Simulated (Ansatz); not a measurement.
# WC: the cost of one run

Method: DFT r2SCAN, scalar-relativistic, plane waves, PAW, in Ansatz 0.2.0.

3 further runs of the same task are left out: 2 that didn't finish, 1 set aside as unsound or not needed.

**1. Starting point**

Symmetry: P-6m2, No. 187, hexagonal system. The conventional cell has a = 2.912 Å, b = 2.912 Å, c = 2.836 Å, α = 90.00°, β = 90.00°, γ = 120.00°. W (site symmetry -6m2) has 6 C at 2.20 Å as nearest neighbours. Around C (site symmetry -6m2) lie 6 W at 2.20 Å.

Coordinates:

```
W C
1.0
    -2.91209    0.00000    0.00000
    -1.45605   -2.52195    0.00000
     0.00000    0.00000    8.50860
W C
3 3
Direct
  0.00000 0.00000 0.00000
  0.00000 0.00000 0.33333
  0.00000 0.00000 0.66667
  0.66667 0.66667 0.16667
  0.66667 0.66667 0.50000
  0.66667 0.66667 0.83333
```

It is built from the cell relaxed beforehand with the same method (10.41 Å³/atom).

**2. The undisturbed cell**

input.yaml

```yaml
crystal:
  lattice:
    - [-2.9120947899, 0.0, 0.0]
    - [-1.4560473949, -2.5219480663, 0.0]
    - [0.0, 0.0, 8.5085998562]
  atoms:
    - { symbol: W, position: [0.0, 0.0, 0.0] }
    - { symbol: W, position: [0.0, 0.0, 0.3333333333] }
    - { symbol: W, position: [0.0, 0.0, 0.6666666667] }
    - { symbol: C, position: [0.6666666667, 0.6666666667, 0.1666666667] }
    - { symbol: C, position: [0.6666666667, 0.6666666667, 0.5] }
    - { symbol: C, position: [0.6666666667, 0.6666666667, 0.8333333333] }
basis:
  ecutwfc: 500
kpoints:
  mp_grid: { grid: [23, 23, 7] }
hamiltonian:
  xc: r2scan
scf:
  occupations: { method: gaussian, width: 0.15 }
output:
  forces: true
  stress: true
  eigenvalues: true
  write_density: true
  write_potential: true
  elf: true
  volumetric_format: npy
```

The run is started by

```bash
ansatz run input.yaml --threads 2 --pin off --max-ram 5120MiB --backend cpu --events-out ev --progress --plain --runs-dir out
```

Q: Estimate wall time and peak memory on 2 threads of AMD EPYC 9R45 (Zen 5), shared host.

About 17 s, with a peak of 0.81 GiB.
